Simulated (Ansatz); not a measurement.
# Bi on a P site in InP

Aim: make a Bi on a P site in a supercell of 16 atoms of InP, relax it, and find its formation energy, moment and surroundings.

The COD entry's cell or inner coordinates are ideal or old and differ from later refinements, so a difference from it is no clean test against experiment.

Computed with Ansatz 0.2.0 (DFT PBE, scalar-relativistic, plane waves, PAW, unless a step's input says otherwise).

4 further runs of the same task are left out: 4 set aside as unsound or not needed.

## 1. The system as given

It takes space group F-43m (No. 216, cubic). Conventional cell: a = 5.960 Å, b = 5.960 Å, c = 5.960 Å, α = 90.00°, β = 90.00°, γ = 90.00°. Around In (site symmetry -43m) lie 4 P at 2.58 Å. Around P (site symmetry -43m) lie 4 In at 2.58 Å.

Structure file:

```cif
data_structure
_symmetry_space_group_name_H-M 'P 1'
_symmetry_Int_Tables_number 1
_cell_length_a 4.2144
_cell_length_b 4.2144
_cell_length_c 4.2144
_cell_angle_alpha 60.000
_cell_angle_beta 60.000
_cell_angle_gamma 60.000
_cell_volume 52.93
loop_
_atom_site_label
_atom_site_type_symbol
_atom_site_fract_x
_atom_site_fract_y
_atom_site_fract_z
_atom_site_occupancy
In1 In 0.00000 0.00000 0.00000 1
P1 P 0.25000 0.25000 0.25000 1
```

This cell was relaxed beforehand with the same method: volume 26.46 Å³/atom, gap on the mesh 0.44 eV.

## 2. Host supercell without the defect

Input file input.yaml:

```yaml
crystal:
  lattice:
    - [0.0, 5.9600684242, -5.9600684242]
    - [5.9600684242, 5.9600684242, 0.0]
    - [5.9600684242, 0.0, -5.9600684242]
  atoms:
    - { symbol: In, position: [0.5, 0.0, 0.5] }
    - { symbol: In, position: [0.5, 0.5, 0.5] }
    - { symbol: In, position: [0.0, 0.0, 0.5] }
    - { symbol: In, position: [0.0, 0.5, 0.5] }
    - { symbol: In, position: [0.5, 0.0, 0.0] }
    - { symbol: In, position: [0.5, 0.5, 0.0] }
    - { symbol: In, position: [0.0, 0.0, 0.0] }
    - { symbol: In, position: [0.0, 0.5, 0.0] }
    - { symbol: P, position: [0.375, 0.375, 0.375] }
    - { symbol: P, position: [0.375, 0.875, 0.375] }
    - { symbol: P, position: [0.875, 0.375, 0.375] }
    - { symbol: P, position: [0.875, 0.875, 0.375] }
    - { symbol: P, position: [0.375, 0.375, 0.875] }
    - { symbol: P, position: [0.375, 0.875, 0.875] }
    - { symbol: P, position: [0.875, 0.375, 0.875] }
    - { symbol: P, position: [0.875, 0.875, 0.875] }
basis:
  ecutwfc: 420
  xc_grid: 2
kpoints:
  mp_grid: { grid: [3, 3, 3], shift: [0.0, 0.0, 0.0] }
hamiltonian:
  xc: pbe
scf:
  occupations: { method: gaussian, width: 0.02 }
output:
  forces: true
  stress: true
  eigenvalues: true
  write_density: true
  write_potential: true
  elf: true
  volumetric_format: npy
```

Launch:

```sh
> ansatz run input.yaml --threads 2 --pin off --max-ram 5120MiB --backend cpu --events-out ev --progress --plain --runs-dir out
```

Standard output, shortened:

```text
Warning: RAYON_NUM_THREADS=2 ignored (pool sized by the plan → 2); use --threads N
[...]
Pseudopotentials: kind: paw
Pseudopotential: In, paw, valence charge 13, recommended cutoff 420 eV (normal), In.paw.azcp
Pseudopotential: P, paw, valence charge 5, recommended cutoff 420 eV (normal), P.paw.azcp
Functional definition: PBE
[...]
Crystal: 16 atoms, lattice volume = 423.432 Å³
Basis set: ecut = 420 eV, 8363 PW (Γ), exchange–correlation on 120×120×120 points (8 copies of the dense FFT grid, shifted against one another)
Bands: 88, of which v1, the nominal top of the filled ones, is band 72 counted from 1 (71 counted from 0)
Symmetry: 192 space group operations
Space group: F-43m (ITA 216), of the structure as read, at distance tolerance 7.5e-5 Å
k-points: 4 of 27 (time reversal used)
[...]
SCF iter   1: F=—  HF=-50831.974845 eV  |F-HF|=—  |Δ(HF+E_count)|=         —  Δρ=1.52e-3  dr2=2.22e-2  ethr=1.77e-3  ⟨swp⟩=8.0  Hψ=1592  notcnv=0  defer=9
[...]
SCF iter   6: F=-50831.966389 eV  HF=-50831.966389 eV  |F-HF|=9.95e-8  |Δ(HF+E_count)|=   3.06e-6  Δρ=3.44e-6  dr2=5.18e-8  ethr=6.94e-11  ⟨swp⟩=17.2  Hψ=2875  notcnv=0
[...]
SCF converged after 6 iterations
Free energy (F): -50831.966389 eV
[...]
E sigma→0 (E₀):  -50831.966389 eV
Fermi energy:    6.600992 eV
[...]
--- Forces (eV/Å), atoms counted from 1 ---
  atom   1  In    -0.00000000    -0.00000000    -0.00000000
  atom   2  In    -0.00000000    -0.00000000    -0.00000000
  atom   3  In    -0.00000000     0.00000000     0.00000000
  atom   4  In    -0.00000000    -0.00000000    -0.00000000
  atom   5  In    -0.00000000    -0.00000000    -0.00000000
  atom   6  In    -0.00000000    -0.00000000     0.00000000
  atom   7  In    -0.00000000     0.00000000    -0.00000000
  atom   8  In    -0.00000000    -0.00000000    -0.00000000
[...]
--- Stress (GPa, compression-positive) ---
       -0.036912       0.000000      -0.000000
       -0.000000      -0.036912       0.000000
       -0.000000      -0.000000      -0.036912
  P = ⅓ Tr σ = -0.0369 GPa (-0.369 kbar)
--- Band table (eV) ---
[...]
```

Wall time 31 s (2 threads of AMD EPYC (Zen 3), shared host); peak memory 0.78 GiB.

Density in a lattice plane of the grid's cell (edges 8.43 and 8.43 Å, at 0.000 of the third edge), which holds In.

Ten even steps from '0' (0.02 e/Å³) to '9' (13.08 e/Å³):
```
452000000001452000000001
011000000000011000000000
000000000000000000000000
000000000000000000000000
000000000000000000000000
000000000000000000000000
000000000000000000000000
000000000011000000000011
410000000025410000000025
951000000015951000000015
452000000001452000000001
011000000000011000000000
000000000000000000000000
000000000000000000000000
000000000000000000000000
000000000000000000000000
000000000000000000000000
000000000011000000000011
410000000025410000000025
961000000016961000000016
```
Columns run along the first of these edges and rows up along the second, over one cell in 24 and 20 even steps from the bottom left corner. Atoms in the plane (fractional): In at (0.50, 0.50), In at (0.00, 0.50), In at (0.50, 0.00), In at (0.00, 0.00).

ELF in the same plane.

Ten even steps from ' ' (0.00) to '@' (0.81):
```
    ..::==%%%%%%%%++::::    ..::==%%%%%%%%++::::
--::--::==%%@@@@@@@@**--::::--::==%%@@@@@@@@**::
--::::::==%%@@@@@@@@@@**--::::::==%%@@@@@@@@@@**
++--::::--**%%@@@@@@@@%%++--::::--**%%@@@@@@@@%%
**--......--**%%@@@@@@%%**--......--**%%@@@@@@%%
++--..      ::++##%%%%##++--..      ::++##%%%%##
--::..      ..::--::::::--::..      ..::--::::::
--::::..    ..::::--::::::::::..    ..::::--::::
  ::--::::::::::::--..    ::--::::::::::::--..  
    ::::==++**++==::::      ::::==++**++==::::  
    ..::==%%%%%%%%++::::    ..::==%%%%%%%%++::::
--::--::==%%@@@@@@@@**::::::--::==%%@@@@@@@@**::
--::::::==%%@@@@@@@@@@**--::::::==%%@@@@@@@@@@**
++--::::--**%%@@@@@@@@%%++--::::--**%%@@@@@@@@%%
**--......--**%%@@@@@@%%**--......--**%%@@@@@@%%
++--..      ::++########++--..      ::++########
--::..      ..::----------::..      ..::--------
--::::..    ..::::--::::::::::..    ..::::--::::
  ::--::::::::::::--..    ::--::::::::::::--..  
    ::::==++**++==::::      ::::==++**++==::::  
```
Columns run along the first of these edges and rows up along the second, over one cell in 24 and 20 even steps from the bottom left corner. Atoms in the plane (fractional): In at (0.50, 0.50), In at (0.00, 0.50), In at (0.50, 0.00), In at (0.00, 0.00).

Both are smooth fields of the valence electrons: close to the nuclei they are not physical.

Maxima of ELF outside the ion cores: 0.90 on the P–In line, 0.9 Å from P; 0.90 in the shell around P, 0.8 Å from P.

The supercell's rows, in vectors of the relaxed cell: 0 -2 2; 0 0 2; -2 0 2.

## 3. Setting up the defect

The atom at (0.375, 0.375, 0.375) of the supercell is replaced. The other atoms start on their ideal sites. Its neighbours are 4 In at 2.58 Å.

## 4. Relaxation at the host's cell

Changes to input.yaml since step 2:

```diff
@@ -14,3 +14,3 @@
     - { symbol: In, position: [0.0, 0.5, 0.0] }
-    - { symbol: P, position: [0.375, 0.375, 0.375] }
+    - { symbol: Bi, position: [0.375, 0.375, 0.375] }
     - { symbol: P, position: [0.375, 0.875, 0.375] }
@@ -22,2 +22,10 @@
     - { symbol: P, position: [0.875, 0.875, 0.875] }
+  host:
+    lattice:
+      - [0.0, 2.9800342121, 2.9800342121]
+      - [2.9800342121, 0.0, 2.9800342121]
+      - [2.9800342121, 2.9800342121, 0.0]
+    atoms:
+      - { symbol: In, position: [0.0, 0.0, 0.0] }
+      - { symbol: P, position: [0.25, 0.25, 0.25] }
 basis:
@@ -33,4 +41,5 @@
   forces: true
-  stress: true
+  stress: false
   eigenvalues: true
+  charged_corrections: { defect_position: [0.375, 0.375, 0.375] }
   write_density: true
@@ -39 +48,5 @@
   volumetric_format: npy
+relax:
+  adjacent_minimum: "off"
+  f_tol: 0.025
+  max_steps: 45
```

Launch:

```sh
> ansatz run input.yaml --threads 2 --pin off --max-ram 5120MiB --backend cpu --events-out ev --progress --plain --runs-dir out
```

Standard output, shortened:

```text
Warning: RAYON_NUM_THREADS=2 ignored (pool sized by the plan → 2); use --threads N
[...]
Pseudopotentials: kind: paw
Pseudopotential: In, paw, valence charge 13, recommended cutoff 420 eV (normal), In.paw.azcp
Pseudopotential: Bi, paw, valence charge 15, recommended cutoff 420 eV (normal), Bi.paw.azcp
Pseudopotential: P, paw, valence charge 5, recommended cutoff 420 eV (normal), P.paw.azcp
Functional definition: PBE
[...]
Crystal: 16 atoms, lattice volume = 423.432 Å³
Basis set: ecut = 420 eV, 8363 PW (Γ), exchange–correlation on 120×120×120 points (8 copies of the dense FFT grid, shifted against one another)
Bands: 93, of which v1, the nominal top of the filled ones, is band 77 counted from 1 (76 counted from 0)
Symmetry: 24 space group operations
Space group: F-43m (ITA 216), of the structure as read, at distance tolerance 7.5e-5 Å
k-points: 4 of 27 (time reversal used)
[...]
relax step   1: F+E_penalty+E_count = -62470.45121790 eV  Δ(F+E_penalty+E_count) = +0.000e0 eV  max|allowed force component| = 1.585e0 eV/Å  Δτ_max = 0.0000 Å  (6 SCF iters, dr2 threshold 1.56e-5 eV, accepted)
[...]
relax step   3: F+E_penalty+E_count = -62471.34249521 eV  Δ(F+E_penalty+E_count) = -1.458e-2 eV  max|allowed force component| = 1.987e-2 eV/Å  Δτ_max = 0.0184 Å  (7 SCF iters, dr2 threshold 1.21e-6 eV, accepted)
[...]
relax step   4: F+E_penalty+E_count = -62471.34249545 eV  Δ(F+E_penalty+E_count) = -2.378e-7 eV  max|allowed force component| = 1.994e-2 eV/Å  Δτ_max = 0.0000 Å  (4 SCF iters, accepted)
SCF converged after 4 iterations
Free energy (F): -62471.342495 eV
[...]
E sigma→0 (E₀):  -62471.341924 eV
Entropy (-TS):   -0.001143 eV (-0.071 meV/atom)
Fermi energy:    7.439164 eV
[...]
--- Forces (eV/Å), atoms counted from 1 ---
  atom   1  In    -0.00767024    -0.00767024    -0.00767024
  atom   2  In     0.00767024     0.00767024    -0.00767024
  atom   3  In     0.00542185    -0.00542185    -0.00542185
```

## 5. The log goes on: Bi on a P site (d), charge +0, atoms relaxed at the host's cell

The log, continued:

```text
  atom   4  In     0.00767024    -0.00767024     0.00767024
  atom   5  In    -0.00542185     0.00542185    -0.00542185
  atom   6  In    -0.00767024     0.00767024     0.00767024
  atom   7  In    -0.00542185    -0.00542185     0.00542185
  atom   8  In     0.00542185     0.00542185     0.00542185
  atom   9  Bi     0.00000000     0.00000000    -0.00000000
  atom  10  P      0.00000000     0.00000000     0.01993902
  atom  11  P     -0.01993902     0.00000000    -0.00000000
  atom  12  P      0.00000000     0.01993902     0.00000000
  atom  13  P      0.00000000    -0.01993902    -0.00000000
  atom  14  P      0.01993902     0.00000000     0.00000000
  atom  15  P      0.00000000     0.00000000    -0.01993902
  atom  16  P      0.00000000     0.00000000     0.00000000
  max |Σ_I F_I| component: 2.71e-16 eV/Å
--- Band table (eV) ---
  k-point 0: bands = ["-14.4940", "-14.4940", "-14.4940", "-14.4404", "-14.4404", "-7.3661", "-7.3296", "-7.3296", "-7.2780", "-7.2780", "-7.2780", "-7.2128", "-7.1966", "-7.1966", "-7.1966", "-7.1603", "-7.1603", "-7.1603", "-7.1148", "-7.1148", "-7.1148", "-7.1096", "-7.1096", "-7.0775", "-7.0775", "-7.0775", "-7.0555", "-7.0555", "-7.0555", "-7.0544", "-7.0544", "-7.0056", "-7.0056", "-7.0056", "-6.9614", "-6.9614", "-6.9614", "-6.9272", "-6.9272", "-6.9272", "-6.9065", "-6.9065", "-6.8969", "-6.8969", "-6.8969", "-4.3937", "-2.8843", "-2.7249", "-2.7249", "-2.7249", "-2.2237", "-2.1107", "-2.1107", "1.1527", "1.3179", "1.3179", "1.3179", "1.5833", "1.5833", "1.5833", "4.7652", "4.7652", "4.7652", "4.8209", "4.8209", "4.8209", "5.8554", "5.8554", "6.0565", "6.0565", "6.0565", "6.3763", "6.3763", "6.3763", "7.3680", "7.4331", "7.4331", "7.4331", "8.3267", "8.3267", "8.3267", "8.4262", "8.7331", "8.9632", "8.9632", "9.2625", "9.2625", "9.2625", "11.0663", "11.0663", "11.0663", "11.6840", "11.6840"]
  k-point 1: bands = ["-14.4940", "-14.4940", "-14.4940", "-14.4404", "-14.4404", "-7.3522", "-7.3145", "-7.3145", "-7.2802", "-7.2802", "-7.2736", "-7.2202", "-7.1916", "-7.1916", "-7.1792", "-7.1656", "-7.1656", "-7.1567", "-7.1149", "-7.1072", "-7.1072", "-7.1042", "-7.1042", "-7.0861", "-7.0861", "-7.0757", "-7.0715", "-7.0715", "-7.0685", "-7.0447", "-7.0447", "-7.0187", "-7.0066", "-7.0066", "-6.9667", "-6.9667", "-6.9661", "-6.9353", "-6.9274", "-6.9274", "-6.9106", "-6.9106", "-6.8987", "-6.8987", "-6.8981", "-4.0967", "-3.3287", "-2.7287", "-2.6122", "-2.6122", "-2.4188", "-2.3152", "-2.3152", "1.4643", "1.6245", "1.6245", "1.6725", "1.8532", "1.8532", "2.5544", "4.3194", "4.3194", "4.3390", "4.7132", "4.8494", "4.8494", "5.0259", "5.0551", "5.0551", "5.4924", "5.6591", "5.7382", "5.7382", "6.3229", "6.3229", "7.1591", "7.1591", "8.3986", "8.6112", "9.1065", "9.2581", "9.2581", "9.5568", "9.5568", "9.7335", "10.2812", "10.4474", "10.4474", "11.2436", "11.3621", "11.3621", "11.4927", "11.4927"]
  k-point 2: bands = ["-14.4940", "-14.4940", "-14.4940", "-14.4404", "-14.4404", "-7.3475", "-7.3111", "-7.3093", "-7.2780", "-7.2745", "-7.2745", "-7.2273", "-7.1858", "-7.1858", "-7.1775", "-7.1683", "-7.1636", "-7.1636", "-7.1142", "-7.1092", "-7.1074", "-7.1074", "-7.0989", "-7.0866", "-7.0837", "-7.0837", "-7.0824", "-7.0650", "-7.0522", "-7.0522", "-7.0463", "-7.0310", "-7.0050", "-7.0050", "-6.9695", "-6.9666", "-6.9666", "-6.9318", "-6.9318", "-6.9283", "-6.9134", "-6.9099", "-6.9009", "-6.9009", "-6.8970", "-3.9983", "-3.0147", "-2.9150", "-2.8202", "-2.8069", "-2.8069", "-2.1268", "-2.0677", "1.4674", "1.4674", "1.7952", "2.0678", "2.1274", "2.1274", "2.6135", "4.2986", "4.3008", "4.3008", "4.3827", "4.5510", "4.6587", "4.8182", "4.8182", "5.1964", "5.1964", "5.3791", "5.8090", "6.0364", "6.0383", "6.0383", "6.8058", "6.8058", "8.9769", "9.3064", "9.4833", "9.4833", "9.5406", "9.6695", "10.0147", "10.2931", "10.3669", "10.5352", "10.5617", "10.5617", "11.4051", "11.6193", "11.6193", "11.9622"]
  k-point 3: bands = ["-14.4940", "-14.4940", "-14.4940", "-14.4404", "-14.4404", "-7.3416", "-7.3026", "-7.3026", "-7.2824", "-7.2802", "-7.2680", "-7.2328", "-7.1866", "-7.1833", "-7.1715", "-7.1661", "-7.1651", "-7.1629", "-7.1119", "-7.1077", "-7.1037", "-7.1024", "-7.0961", "-7.0936", "-7.0870", "-7.0867", "-7.0819", "-7.0760", "-7.0573", "-7.0476", "-7.0443", "-7.0358", "-7.0066", "-7.0030", "-6.9703", "-6.9695", "-6.9691", "-6.9349", "-6.9296", "-6.9296", "-6.9140", "-6.9124", "-6.9014", "-6.9012", "-6.8976", "-3.6496", "-3.4022", "-3.3366", "-2.7717", "-2.6864", "-2.3214", "-2.2764", "-2.2567", "1.5026", "1.6347", "1.7071", "2.1240", "2.2823", "3.0149", "3.1577", "3.5733", "3.7580", "3.9863", "4.1681", "4.4620", "4.5129", "4.9613", "5.0551", "5.2443", "5.3462", "5.3678", "5.4055", "5.6455", "5.6730", "6.0097", "6.2019", "6.9635", "9.3432", "9.4495", "9.5240", "10.0423", "10.3335", "10.3412", "10.3969", "10.5171", "10.5550", "10.8213", "10.8885", "11.0786", "11.2094", "11.3612", "11.7014", "11.7718"]
--- Relaxed structure (4 steps of the walk, 4 accepted, 0 SCFs on fresh bases) ---
  F+E_penalty+E_count = -62471.34249545 eV   max|allowed force component| = 1.994e-2 eV/Å
  atoms:
    - { symbol: In, position: [0.5085788115872235, -0.02573643476167059, 0.5085788115872235] }
    - { symbol: In, position: [0.5085788115872235, 0.5085788115872235, 0.5085788115872235] }
    - { symbol: In, position: [-0.0006096418409605731, -0.0006096418409605731, 0.5018289255228817] }
    - { symbol: In, position: [-0.025736434761670562, 0.5085788115872235, 0.5085788115872235] }
    - { symbol: In, position: [0.5018289255228817, -0.0006096418409605731, -0.0006096418409605731] }
    - { symbol: In, position: [0.5085788115872235, 0.5085788115872235, -0.025736434761670562] }
    - { symbol: In, position: [-0.0006096418409605737, -0.0006096418409605737, -0.0006096418409605737] }
    - { symbol: In, position: [-0.0006096418409605737, 0.5018289255228817, -0.0006096418409605737] }
    - { symbol: Bi, position: [0.375, 0.375, 0.375] }
    - { symbol: P, position: [0.37378115948137536, 0.8762188405186246, 0.37378115948137536] }
    - { symbol: P, position: [0.8762188405186246, 0.37378115948137536, 0.37378115948137536] }
    - { symbol: P, position: [0.8762188405186246, 0.8762188405186246, 0.37378115948137536] }
    - { symbol: P, position: [0.37378115948137536, 0.37378115948137536, 0.8762188405186246] }
    - { symbol: P, position: [0.37378115948137536, 0.8762188405186246, 0.8762188405186246] }
    - { symbol: P, position: [0.8762188405186246, 0.37378115948137536, 0.8762188405186246] }
    - { symbol: P, position: [0.875, 0.875, 0.875] }
```

Run time: 1.8 min. Hardware: 2 threads of AMD EPYC (Zen 3), shared host; peak memory 0.87 GiB.

Relaxation path:

| step | energy from step 1 (eV/cell) | largest force component (eV/Å) |
| --- | --- | --- |
| 1 | 0.0000 | 1.5847 |
| 2 | -0.8767 | 0.1389 |
| 3 | -0.8913 | 0.0199 |
| 4 | -0.8913 | 0.0199 |

Step 1 is the start. Step 4 solves the same geometry again.

The largest move, 0.18 Å, is shared by several atoms, In1 among them.

The maps below use the cell's axes, with the origin moved to put the defect at the centre.

Density in a lattice plane of the grid's cell (edges 8.43 and 8.43 Å, at 0.490 of the third edge), which holds Bi and P.

Ten even steps from '0' (0.02 e/Å³) to '9' (7.58 e/Å³):
```
000000000000000000000000
000000000000000000000000
000000000000000000000000
000000000000000000000000
000000000000000000000000
000000000000000000000000
000000000000000000000000
000000000122100000000000
000000000157520000000000
000000000149962000000000
000000000015873000000000
000000000001232000000000
000000000000000000000000
000000000000000000000000
000000000000000000000000
000000000000000000000000
000010000000000000000000
000000000000000000000000
000000000000000000000000
000000000000000000000000
```
Columns run along the first of these edges and rows up along the second, over one cell in 24 and 20 even steps from the bottom left corner. Atoms in the plane (fractional): Bi at (0.49, 0.49), P at (0.99, 0.49), P at (0.49, 0.99), P at (0.99, 0.99).

ELF in the same plane.

Values, 12 rows by 12 columns:
```
0.62 0.75 0.63 0.10 0.21 0.73 0.63 0.74 0.58 0.12 0.21 0.68
0.64 0.77 0.54 0.08 0.02 0.18 0.66 0.77 0.53 0.10 0.02 0.21
0.21 0.23 0.23 0.19 0.16 0.16 0.22 0.22 0.22 0.19 0.10 0.12
0.44 0.24 0.27 0.32 0.49 0.45 0.49 0.25 0.28 0.22 0.53 0.58
0.83 0.56 0.22 0.32 0.48 0.36 0.40 0.53 0.25 0.22 0.77 0.74
0.02 0.82 0.45 0.26 0.49 0.25 0.18 0.40 0.49 0.22 0.66 0.63
0.61 0.74 0.62 0.09 0.29 0.44 0.25 0.36 0.45 0.16 0.18 0.73
0.68 0.79 0.57 0.09 0.03 0.29 0.49 0.48 0.49 0.16 0.02 0.21
0.21 0.22 0.22 0.16 0.09 0.09 0.26 0.32 0.32 0.19 0.08 0.10
0.48 0.23 0.29 0.22 0.57 0.62 0.45 0.22 0.27 0.23 0.54 0.63
0.82 0.59 0.23 0.22 0.79 0.74 0.82 0.56 0.24 0.23 0.77 0.75
0.01 0.82 0.48 0.21 0.68 0.61 0.02 0.83 0.44 0.21 0.64 0.62
```
Columns run along the first of these edges and rows up along the second, over one cell in 12 and 12 even steps from the bottom left corner. Atoms in the plane (fractional): Bi at (0.49, 0.49), P at (0.99, 0.49), P at (0.49, 0.99), P at (0.99, 0.99).

Both are smooth fields of the valence electrons: close to the nuclei they are not physical.

The highest ELF values outside the cores: 0.90 on the P–In line, 0.8 Å from P; 0.90 in the shell around P, 0.8 Å from P; 0.55 on the Bi–In line, 1.4 Å from Bi.

## 6. Energies of the defect

| charge | E(defect cell) - E(host) (eV) | formation energy (eV) | moment over the host's (μB) | largest move (Å) | neighbours |
| --- | --- | --- | --- | --- | --- |
| 0 | -11639.376 | 1.50 | 0.00 | 0.18 | 4 In at 2.76 Å |

Atoms are taken from and returned to the elements' standard states: P -755.674 eV, Bi -12396.550 eV an atom at this level.

## 7. Results

```
                                                  quantity           value
                                 formation energy, neutral         1.50 eV
nearest atoms after relaxation, one image of each, neutral  4 In at 2.76 Å
```

What this shows: The neutral defect costs 1.50 eV against the elements. Spin polarisation was off in the neutral run, so a moment could not show there. With 16 host sites the defect feels its images, so energies are good to tenths of an eV at best. A distortion of lower symmetry was not tried. Where the defect's electrons or holes spill into a band, band filling in so small a cell adds more. Spin-orbit coupling is left out for Bi.
